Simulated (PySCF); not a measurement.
# A diatomic session: SiAs

The task here is to estimate one member of a computed series from the others.

Computed with PySCF 2.14.0. Level: Si def2-TZVPPD, As def2-TZVPPD, no relativity.

Set-up of the first run:

Settings of the job:

| Property | Result |
| --- | --- |
| atoms | Si, As |
| charge | 0 |
| basis | Si def2-TZVPPD, As def2-TZVPPD |
| Hamiltonian | no relativity |
| basis functions | 102 |
| electrons treated | 47 |
| masses in u | 27.9769, 74.9216 |
| levels | PBE0, PBE, r²SCAN, PBEsol, MN15, BHandHLYP, M06, BLYP, ωB97M-V, HF, MP2, SCS-MP2, CCSD, CCSD(T) |
| grid | 80 radial by 434 angular points |
| occupations | held fixed by the projection of orbital angular momentum |
| dissociation limit | Si + As, each in its ground configuration |
| starting distance in angstrom | 2.290 |
| values of 2S to try | 1, 3, 5 |

Run with:

```
$ OMP_NUM_THREADS=2 python dia.py task.json out
```

Steps of the session up to this table: Set-up; The PBE0 curve of the state that the search chose; Higher solutions at PBE0; PBE; r²SCAN (meta-GGA); PBEsol; MN15; BHandHLYP (global hybrid GGA); M06 (hybrid meta-GGA); BLYP (GGA); ωB97M-V; ROHF (mean field); Correlated methods on the Hartree–Fock reference.

One table of the session follows, with a row left open; its other results are not shown here.

Energy (eV) from each level's lowest point:

| R (Å) | ROHF | ROHF-MP2 | ROHF-SCS-MP2 | ROHF-CCSD | ROHF-CCSD(T) |
| --- | --- | --- | --- | --- | --- |
| 1.871 | 1.273 | 1.391 | 1.399 | n/a | n/a |
| 1.958 | 0.527 | 0.626 | 0.630 | 0.618 | 0.672 |
| 2.045 | ? | ? | ? | ? | ? |
| 2.111 | 0.010 | 0.047 | 0.048 | 0.043 | 0.061 |
| 2.176 | 0.000 | 0.000 | 0.000 | 0.000 | 0.000 |
| 2.241 | 0.077 | 0.036 | 0.035 | 0.040 | 0.020 |
| 2.328 | 0.279 | 0.180 | 0.177 | 0.188 | 0.139 |
| 2.437 | 0.642 | 0.466 | 0.458 | 0.473 | 0.386 |
| 2.568 | 1.168 | 0.899 | 0.881 | 0.894 | 0.758 |
| 2.742 | 1.929 | 1.534 | 1.501 | n/a | n/a |

Estimate the missing values for R (Å) = 2.045.

Worked estimate for «ROHF». A straight line through the neighbours (1.958, 0.527) and (2.111, 0.010) gives 0.527 + (0.010 − 0.527) × (2.045 − 1.958) / (2.111 − 1.958) = 0.233; a parabola fitted to 4 rows on both sides gives 0.119.

**Answer.** ROHF: 0.133; ROHF-MP2: 0.200; ROHF-SCS-MP2: 0.203; ROHF-CCSD: 0.194; ROHF-CCSD(T): 0.229. In «ROHF» the line misses by +0.100 and the parabola by -0.014.

To keep in mind: Lowest PBE0 solution found, without spin–orbit coupling: ²Π (doublet), unpaired electrons π ↑. Warnings in the runs' records: inverted.
